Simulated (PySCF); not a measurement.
# C2H6Cl2Se: the cost of one run

The runs use PySCF 2.14.0, with density-fitted response routines of our own; the level of theory stands in each step. All values are computed, except where a source is named. Atoms are numbered from 0 throughout.

## Step 1: The molecule as given

11 atoms, charge 0, multiplicity 1; geometry from: GFN2-xTB. The atoms were then displaced at random by about 0.03 Å, so the start is not that level's minimum.

Bonds of the start (Å): C0–Se1 2.03, Se1–C2 2.04, Se1–Cl3 2.56, Se1–Cl4 2.10, C0–H5 1.10, C0–H6 1.11, C0–H7 1.01, C2–H8 1.00, C2–H9 1.13, C2–H10 1.09.

## Step 2: Relaxing the molecule at PBE0-D3(BJ)/def2-SVP

The job: settings as JSON, then the geometry in Å.

```
{"job": {"xc": "PBE0", "basis": "def2-SVP", "d3": "d3bj", "grid": 1, "shake": 0.03, "kind": "geom"}, "charge": 0, "multiplicity": 1}
C      1.332250    -0.295010     0.458570
Se    -0.011560     0.365890    -0.909830
C     -1.562570    -0.640840    -0.043010
Cl     1.947830     1.744220    -1.800880
Cl    -0.780960     2.176380    -0.173300
H      0.742530    -0.296540     1.390900
H      2.110440     0.499400     0.486390
H      1.699720    -1.166070     0.100750
H     -2.420130    -0.395570    -0.503140
H     -1.635200    -0.369080     1.055170
H     -1.313440    -1.702930    -0.082650
```

Command:

```sh
$ OMP_NUM_THREADS=1 python probes_run.py task.json out
```

The driver reads the jobs from task.json and runs them one after another.

**Question.** How long does this first job take on 1 thread of Arm Neoverse V1, shared host, and how much memory does it need?

About 59 s, with a peak of 0.52 GiB.
